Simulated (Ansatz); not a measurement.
# Al₂F₂H₄O₂: how energies converge with the basis set

One table from this session's results is given with a row withheld; the runs are named, their logs left out.

Computed with Ansatz 0.2.0, Gaussian basis. Level: one geometry, several basis sets.

Plan: PBE0-D4/def2-SVP; ωB97M-V/def2-SVP; PBE0-D4/def2-QZVPP; ωB97M-V/def2-QZVPP; the functionals' def2-TZVPP values are taken from earlier runs.

## The geometry

The geometry comes from an earlier relaxation with PBE0-D4 in a triple-zeta def2 set; it is a stationary point, not always the lowest conformer.

SMILES `[F][Al@H-]1[OH+][Al@@H-]([F])[OH+]1`, 10 atoms, charge 0, spin multiplicity 1.

Atoms are counted from 1 here; the program's logs count them from 0.

Bond lengths: F1–Al2 1.654 Å, Al2–O3 1.841 Å, Al2–O6 1.839 Å, Al2–H7 1.570 Å, O3–Al4 1.841 Å, O3–H8 0.958 Å, Al4–F5 1.654 Å, Al4–O6 1.839 Å, Al4–H9 1.570 Å, O6–H10 0.956 Å. Angles: F1–Al2–O3 108.5°, F1–Al2–O6 113.0°, F1–Al2–H7 118.8°, O3–Al2–O6 81.1°, O3–Al2–H7 116.6°, O6–Al2–H7 113.0°, Al2–O3–Al4 98.8°, Al2–O3–H8 123.3°, Al4–O3–H8 123.3°, O3–Al4–F5 108.5°, O3–Al4–O6 81.1°, O3–Al4–H9 116.6°, F5–Al4–O6 113.0°, F5–Al4–H9 118.8°, O6–Al4–H9 113.0°, Al2–O6–Al4 99.0°, Al2–O6–H10 128.1°, Al4–O6–H10 128.1°.

Coordinates:

```mol
Al2F2H4O2
  3D, bonds by distance, orders not assigned

 10 10  0  0  0  0  0  0  0  0999 V2000
    0.3712   -1.1748   -2.2733 F   0  0
    0.9533   -0.5806   -0.8442 Al  0  0
   -0.1979   -1.0741    0.5057 O   0  0
   -0.8812    0.5860    0.9157 Al  0  0
   -2.4671    0.6301    0.4495 F   0  0
    0.2762    1.0768   -0.4259 O   0  0
    2.4883   -0.7096   -0.5420 H   0  0
   -0.7315   -1.8693    0.4766 H   0  0
   -0.4880    1.1832    2.3132 H   0  0
    0.6767    1.9321   -0.5754 H   0  0
  1  2  8  0
  2  3  8  0
  3  4  8  0
  4  5  8  0
  4  6  8  0
  2  7  8  0
  3  8  8  0
  4  9  8  0
  6 10  8  0
  2  6  8  0
M  END
```

Set-up of the first run:

The input, in.yaml:

```yaml
crystal:
  periodic: [false, false, false]
  atoms:
    - {symbol: F, position_ang: [0.371249, -1.174799, -2.273283]}
    - {symbol: Al, position_ang: [0.953288, -0.580551, -0.844165]}
    - {symbol: O, position_ang: [-0.197901, -1.074057, 0.505683]}
    - {symbol: Al, position_ang: [-0.881221, 0.586024, 0.915665]}
    - {symbol: F, position_ang: [-2.467112, 0.630141, 0.449531]}
    - {symbol: O, position_ang: [0.276224, 1.076849, -0.425880]}
    - {symbol: H, position_ang: [2.488308, -0.709567, -0.541960]}
    - {symbol: H, position_ang: [-0.731484, -1.869345, 0.476629]}
    - {symbol: H, position_ang: [-0.488012, 1.183230, 2.313159]}
    - {symbol: H, position_ang: [0.676662, 1.932085, -0.575378]}
basis:
  gaussian: {orbitals: def2-SVP}
hamiltonian: {xc: pbe0, dispersion: d4}
output: {orbitals: {seedname: orbitals}}
```

The run is started by

```
$ ansatz run in.yaml --threads 4 --pin off --events-out ev --progress --plain --max-ram 10444MiB
```

Among the steps run: PBE0-D4 in def2-SVP; ωB97M-V in def2-SVP; PBE0-D4 in def2-QZVPP; ωB97M-V in def2-QZVPP.

One of the session's tables, all rows but one given; the rest of the session is left out.

It belongs to the step «Functionals by basis». 

| functional | basis | HOMO (eV) | LUMO (eV) |
| --- | --- | --- | --- |
| PBE0-D4 | def2-SVP | -8.95 | 0.22 |
| PBE0-D4 | def2-TZVPP | -9.03 | -0.24 |
| PBE0-D4 | def2-QZVPP | -9.05 | -0.55 |
| ωB97M-V | def2-SVP | ? | ? |
| ωB97M-V | def2-TZVPP | -11.31 | 1.17 |
| ωB97M-V | def2-QZVPP | -11.34 | 0.48 |

Q: Estimate the row for ωB97M-V, def2-SVP from the others.

The run gave: HOMO (eV): -11.18; LUMO (eV): 1.81. In the column «HOMO (eV)» it lies between ωB97M-V, def2-TZVPP (-11.31) and PBE0-D4, def2-QZVPP (-9.05).
